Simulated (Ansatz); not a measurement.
# GeH3O (SMILES [OH][GeH2]) at 6 levels

We compute a comparison of 6 runs (UHF/3-21G, UB3LYP/6-31G*, UPBE0/pcseg-1, UPBE0/def2-SVP, UMP2/3-21G) of GeH3O. 

The results are computed with Ansatz 0.2.0.

1 further run of the same task is left out (set aside as unsound or not needed).

## (1) The molecule

GeH3O has 5 atoms, charge 0, and is taken as a doublet. SMILES: `[OH][GeH2]`. The shape is that of a PBE0-D4/def2-TZVP optimisation. This is one conformer, not always the lowest.

Bond lengths: O1–Ge2 1.786 Å, O1–H3 0.960 Å, Ge2–H4 1.546 Å, Ge2–H5 1.557 Å. Angles: O1–Ge2–H4 103.8°, O1–Ge2–H5 108.9°, Ge2–O1–H3 112.6°, H4–Ge2–H5 111.8°.

## (2) Energy and gradient at UHF/3-21G (run 1)

File job.yaml:

```yaml
crystal:
  periodic: [false, false, false]
  atoms:
    - symbol: O
      position_ang: [0.355500, -1.075800, 0.460700]
    - symbol: Ge
      position_ang: [-0.520100, 0.416100, 0.017700]
    - symbol: H
      position_ang: [1.097400, -0.907600, 1.046500]
    - symbol: H
      position_ang: [-1.396800, -0.014400, -1.180300]
    - symbol: H
      position_ang: [0.513900, 1.508000, -0.385900]
basis:
  gaussian:
    orbitals: 3-21G-spherical.json
magnetization:
  spin_polarized: true
  initial_magnetization: 1
hamiltonian:
  xc: hf
accuracy: high
output: {forces: true, orbitals: {seedname: orbitals}}
```

The basis set 3-21G is read from a file made from the Basis Set Exchange's data (not shown).

Launch:

```bash
$ ansatz run job.yaml --threads 1 --pin off --max-ram 2610MiB --events-out events.jsonl --progress --plain --runs-dir runs
```

Standard output:

```text
Warning: RAYON_NUM_THREADS=1 ignored (pool sized by the plan → 1); use --threads N
Functional definition: HF
  name "HF"
  exchange = exact_x
  correlation = 0
615 factors; integrals over basis functions are off by at most 4.2e-9 eV
mean field evaluation 1: about -58270.9890 eV, gradient 2.2e1 eV
mean field evaluation 2: about -58271.1485 eV, gradient 2.2e1 eV
mean field evaluation 4: about -58273.1185 eV, gradient 1.4e0 eV
mean field evaluation 8: about -58273.1600 eV, gradient 8.8e-2 eV
mean field evaluation 16: about -58273.1603 eV, gradient 1.9e-8 eV
mean field -58273.16025500 eV, -2141.4991404047 hartree, gradient 3.9e-8 eV, S^2 0.752786; 0 other end points of the search recorded, 0 dependent functions left out
the calculation of the forces begins
reference -58273.16025500 eV, -2141.4991404047 hartree; 22, 21 occupied and 15, 16 virtual orbitals, 615 factors
Total energy: -58273.16025500 eV, -2141.4991404047 hartree
Atom 0 at     0.355500    -1.075800     0.460700 Å, force    -0.631404     1.347935    -0.196631 eV/Å
Atom 1 at    -0.520100     0.416100     0.017700 Å, force     0.449958    -1.161750    -0.250139 eV/Å
Atom 2 at     1.097400    -0.907600     1.046500 Å, force     0.368268    -0.445549     0.296376 eV/Å
Atom 3 at    -1.396800    -0.014400    -1.180300 Å, force    -0.038475     0.219113     0.134818 eV/Å
Atom 4 at     0.513900     1.508000    -0.385900 Å, force    -0.148346     0.040252     0.015577 eV/Å
Dipole moment:     0.073315     0.385171     0.222897 e Å
```

It took 0.3 s on 1 thread of AMD EPYC 9R45 (Zen 5), shared host.

## (3) Energy and forces at UB3LYP/6-31G(d) (spherical functions) (run 2)

File molecule.yaml:

```yaml
crystal:
  periodic: [false, false, false]
  atoms:
    - {symbol: O, position_ang: [0.355500, -1.075800, 0.460700]}
    - {symbol: Ge, position_ang: [-0.520100, 0.416100, 0.017700]}
    - {symbol: H, position_ang: [1.097400, -0.907600, 1.046500]}
    - {symbol: H, position_ang: [-1.396800, -0.014400, -1.180300]}
    - {symbol: H, position_ang: [0.513900, 1.508000, -0.385900]}
basis:
  gaussian: {orbitals: 6-31Gs-spherical.json}
magnetization: {spin_polarized: true, initial_magnetization: 1}
hamiltonian: {xc: {name: B3LYP}}
accuracy: high
output: {forces: true, orbitals: {seedname: orbitals}}
```

The basis set 6-31G* is read from a file made from the Basis Set Exchange's data (not shown).

Launch:

```bash
$ ansatz run molecule.yaml --threads 1 --pin off --max-ram 2610MiB --events-out events.jsonl --progress --plain --runs-dir runs
```

Standard output, shortened:

```text
Warning: RAYON_NUM_THREADS=1 ignored (pool sized by the plan → 1); use --threads N
Functional definition: B3LYP
  name "B3LYP"
[...]
1045 factors; integrals over basis functions are off by at most 3.9e-9 eV
[...]
mean field -58606.45303964 eV, -2153.7474243260 hartree, gradient 3.0e-8 eV, S^2 0.751637; 0 other end points of the search recorded, 0 dependent functions left out
[...]
reference -58606.45307324 eV, -2153.7474255608 hartree; 22, 21 occupied and 30, 31 virtual orbitals, 1045 factors
Total energy: -58606.45307324 eV, -2153.7474255608 hartree
Atom 0 at     0.355500    -1.075800     0.460700 Å, force    -0.114422    -0.647208    -0.225798 eV/Å
Atom 1 at    -0.520100     0.416100     0.017700 Å, force    -0.315621     0.394313     0.247423 eV/Å
Atom 2 at     1.097400    -0.907600     1.046500 Å, force     0.350207     0.151777     0.304264 eV/Å
Atom 3 at    -1.396800    -0.014400    -1.180300 Å, force    -0.075444    -0.065842    -0.198800 eV/Å
Atom 4 at     0.513900     1.508000    -0.385900 Å, force     0.155280     0.166961    -0.127089 eV/Å
Dipole moment:     0.155318     0.235241     0.114728 e Å
```

Run time: 3.6 s. Hardware: 1 thread of AMD EPYC 9R45 (Zen 5), shared host.

Runs 3 to 5 aren't shown in full; the table further down has their settings and results.

## (4) Energy and gradient at UMP2/3-21G (run 6)

File job.yaml:

```yaml
crystal:
  periodic: [false, false, false]
  atoms:
    - {symbol: O, position_ang: [0.355500, -1.075800, 0.460700]}
    - {symbol: Ge, position_ang: [-0.520100, 0.416100, 0.017700]}
    - {symbol: H, position_ang: [1.097400, -0.907600, 1.046500]}
    - {symbol: H, position_ang: [-1.396800, -0.014400, -1.180300]}
    - {symbol: H, position_ang: [0.513900, 1.508000, -0.385900]}
basis:
  gaussian: {orbitals: 3-21G-spherical.json}
magnetization: {spin_polarized: true, initial_magnetization: 1}
correlation: {method: mp2, frozen_orbitals: {Ge: 9, H: 0, O: 1}}
accuracy: high
output: {forces: true, orbitals: {seedname: orbitals}}
```

The basis set 3-21G is read from a file made from the Basis Set Exchange's data (not shown).

Launch:

```bash
$ ansatz run job.yaml --threads 1 --pin off --max-ram 2610MiB --events-out events.jsonl --progress --plain --runs-dir runs
```

Standard output, shortened:

```text
Warning: RAYON_NUM_THREADS=1 ignored (pool sized by the plan → 1); use --threads N
[... 2 set-up lines as earlier in the session ...]
[...]
615 factors; integrals over basis functions are off by at most 4.2e-9 eV
[...]
mean field -58273.16025500 eV, -2141.4991404047 hartree, gradient 3.9e-8 eV, S^2 0.752786; 0 other end points of the search recorded, 0 dependent functions left out
10 core orbitals not correlated: weight in the atoms' cores, before any rotation towards them, 1.000 or more for the frozen orbitals, at most 0.000 for the correlated occupied ones
reference -58273.16025500 eV, -2141.4991404047 hartree; 12, 11 occupied and 15, 16 virtual orbitals, 615 factors
second order -4.53721486 eV of doubles, -0.00000000 eV of singles
[...]
Total energy: -58277.69746987 eV, -2141.6658799755 hartree
Atom 0 at     0.355500    -1.075800     0.460700 Å, force    -1.268304     0.412986    -0.809395 eV/Å
Atom 1 at    -0.520100     0.416100     0.017700 Å, force     0.253094    -0.668548    -0.083242 eV/Å
Atom 2 at     1.097400    -0.907600     1.046500 Å, force     1.177056    -0.110443     0.981446 eV/Å
Atom 3 at    -1.396800    -0.014400    -1.180300 Å, force    -0.126651     0.110540    -0.014694 eV/Å
Atom 4 at     0.513900     1.508000    -0.385900 Å, force    -0.035194     0.255465    -0.074115 eV/Å
Dipole moment:     0.133592     0.282903     0.208613 e Å
```

It took 0.48 s on 1 thread of AMD EPYC 9R45 (Zen 5), shared host.

## (5) The series

| run | level | Cartesian functions | frozen core orbitals | energy (Eh) | dipole moment (D) | HOMO energy (eV) | LUMO energy (eV) | wall time |
| --- | --- | --- | --- | --- | --- | --- | --- | --- |
| 1 | UHF/3-21G | no | – | -2141.499140 | 2.17 | -8.67 | 1.01 | 0.3 s |
| 2 | UB3LYP/6-31G* (spherical functions) | no | – | -2153.747426 | 1.46 | -5.64 | -2.92 | 3.6 s |
| 3 | UB3LYP/6-31G* (Cartesian functions) | yes | – | -2153.754330 | 1.47 | -5.64 | -2.93 | 2.8 s |
| 4 | UPBE0/pcseg-1 | no | – | -2153.395665 | 1.47 | -6.09 | -2.73 | 2.7 s |
| 5 | UPBE0/def2-SVP | no | – | -2153.329900 | 1.43 | -5.97 | -2.57 | 2.7 s |
| 6 | UMP2/3-21G | no | 10 | -2141.665880 | 1.81 | -8.67 | 1.01 | 0.48 s |

## (6) What came out

```
                                                         quantity           value
                                              run 6: total energy  -2141.66588 Eh
                        run 6: dipole moment (correlated density)          1.81 D
run 6: HOMO energy (Hartree–Fock orbitals) (highest over α and β)        -8.67 eV
 run 6: LUMO energy (Hartree–Fock orbitals) (lowest over α and β)         1.01 eV
              run 6: correlation energy (10 core orbitals frozen)      -166.7 mEh
                         run 6: ⟨S²⟩ of the reference determinant           0.753
                                  run 6: largest force on an atom      1.560 eV/Å
```

**Reading.** The dipole moment (its size) runs from 1.43 D (UPBE0/def2-SVP) to 2.17 D (UHF/3-21G). The two ends differ in method and basis. Totals of different functionals can't be ranked against each other. All runs together took 13 s, the longest 3.6 s.
